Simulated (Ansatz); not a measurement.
# ClH3O3Sn: the cost of one run

Program: Ansatz 0.2.0, Gaussian basis. Level of theory: the settings change from run to run. These are calculated values, not measurements.

## (1) The relaxed structure

An earlier PBE0-D4 in a triple-zeta def2 set relaxation fixed the geometry. Sn takes a core potential in def2 sets; no spin-orbit term is included.

SMILES `[OH][Sn]([OH])([OH])[Cl]`, 8 atoms, charge 0, spin multiplicity 1.

Atoms are counted from 1 here; the program's logs count them from 0.

Bond lengths: O1–Sn2 1.940 Å, O1–H6 0.962 Å, Sn2–O3 1.939 Å, Sn2–O4 1.933 Å, Sn2–Cl5 2.305 Å, O3–H7 0.961 Å, O4–H8 0.962 Å. Angles: Sn2–O1–H6 112.7°, O1–Sn2–O3 108.6°, O1–Sn2–O4 113.0°, O1–Sn2–Cl5 107.2°, O3–Sn2–O4 105.6°, O3–Sn2–Cl5 113.6°, O4–Sn2–Cl5 109.0°, Sn2–O3–H7 113.0°, Sn2–O4–H8 111.5°.

## (2) MP2/ANO-RCC-VTZP

This run has atoms shaken by 0.15 Å, correlated electrons set to outside_noble_gas, the search for lower states set to full.

in.yaml reads:

```yaml
crystal:
  periodic: [false, false, false]
  atoms:
    - {symbol: O, position_ang: [-1.081009, 0.996919, 1.265299]}
    - {symbol: Sn, position_ang: [-0.215702, 0.320944, -0.309519]}
    - {symbol: O, position_ang: [1.785090, -0.775748, 0.374852]}
    - {symbol: O, position_ang: [-0.941254, -1.555560, -0.759824]}
    - {symbol: Cl, position_ang: [0.030130, 1.761660, -2.166657]}
    - {symbol: H, position_ang: [-1.185773, 1.664410, 1.417441]}
    - {symbol: H, position_ang: [2.020597, 0.322002, 1.344269]}
    - {symbol: H, position_ang: [-0.175468, -2.330981, -0.491658]}
basis:
  gaussian: {orbitals: ANO-RCC-VTZP}
hamiltonian: {xc: {name: HF}}
correlation: {method: mp2, electrons: outside_noble_gas}
scf: {lower_state_search: full}
output: {forces: true}
```

On the command line:

```bash
ansatz run in.yaml --threads 4 --pin off --events-out ev --progress --plain --max-ram 10444MiB
```

What time and memory should one allow on 4 threads of Arm Neoverse V2, shared host?

About 22 s, with a peak of 1.1 GiB.
